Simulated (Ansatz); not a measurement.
# Br− with HCl: structure and interaction energy

Aim: relax the pair, then compute its interaction energy with counterpoise at many levels, up to CCSD(T).

Computed with Ansatz 0.2.0, Gaussian basis. Level: PBE0-D4 structure, single points in def2-TZVPPD.

Levels: PBE-D4, revPBE-D4, BLYP-D4, r2SCAN-D4, B97M-V, PBE0-D4, B3LYP-D4, HSE06-D4, wB97X-V, wB97M-V, B2PLYP, Hartree-Fock, MP2, CCSD, CCSD(T). The reference is CCSD(T) extrapolated to the basis limit. For elements past Ar these valence bases correlate outer-core shells poorly and lack relativity, so that limit is rough.

Correlated methods freeze the cores. Filled d shells of the heavier atoms are correlated. B3LYP uses VWN-RPA correlation. B2PLYP carries no dispersion term here.

163 further runs of the same task are left out: 163 set aside as unsound or not needed.

**1. The system as given**

The pair, from a GFN2-xTB docking trial: 3 atoms, charge -1, spin multiplicity 1.

Atoms are counted from 1 here; the program's logs count them from 0.

Bond lengths: Cl2–H3 1.277 Å.

Geometry (Å):

```xyz
3
BrClH
Br    0.00000    0.00000   -2.56350
Cl    0.30390    0.42430    0.91400
H    -0.30390   -0.42430    1.64950
```

Atoms 1 to 1 are fragment A (Br−), the rest fragment B (HCl).

**2. A first relaxation in a small basis**

pre/in.yaml

```yaml
crystal:
  periodic: [false, false, false]
  atoms:
    - {symbol: Br, position_ang: [0.000000, 0.000000, -2.563500]}
    - {symbol: Cl, position_ang: [0.303900, 0.424300, 0.914000]}
    - {symbol: H, position_ang: [-0.303900, -0.424300, 1.649500]}
basis:
  gaussian: {orbitals: def2-SVPD}
total_charge: -1
hamiltonian: {xc: pbe, dispersion: d4}
relax: {f_tol: 0.03, max_steps: 250}
```

Run with:

```sh
$ ansatz run in.yaml --threads 2 --pin off --events-out ev --progress --plain --max-ram 5222MiB
```

The runs that follow: Relaxation at PBE0-D4; wB97X-V/def2-TZVPPD; wB97M-V/def2-TZVPPD; B2PLYP/def2-TZVPPD; B97M-V/def2-TZVPPD; CCSD(T)/def2-TZVPPD; Vibrations of the pair.

What does the calculation give? Wanted: interaction energy, CCSD(T)/CBS; of it Hartree-Fock; D4 term of PBE0-D4; shortest contact; lowest wavenumber.

**Answer**, as computed:

| quantity | value |
| --- | --- |
| interaction energy, CCSD(T)/CBS | -45 meV |
| of it Hartree-Fock (basis limit) | +72 meV |
| D4 term of PBE0-D4 | -28 meV |
| shortest contact | Br1–Cl2 3.45 Å |
| lowest wavenumber | 62 cm⁻¹ |

What this shows: The pair is bound by 45 meV at fixed fragment shapes. Hartree-Fock doesn't bind it at this geometry, so correlation, mostly dispersion, holds it together. wB97M-V is the best functional here (0 meV from CCSD(T)/CBS); PBE-D4 is the worst (-57 meV). By rung, the mean size of the error is: GGA 45, meta-GGA 23, hybrid 17, screened hybrid 19, range-separated hybrid 6, double hybrid 27 meV. PBE-D4 gives an interaction energy 57 meV too low, an error of 125 % of the reference. CCSD(T) moves by -24 meV from triple zeta to the limit, a large step that makes the limit uncertain; gaps between functionals far smaller than that don't rank them. A lower arrangement may exist.
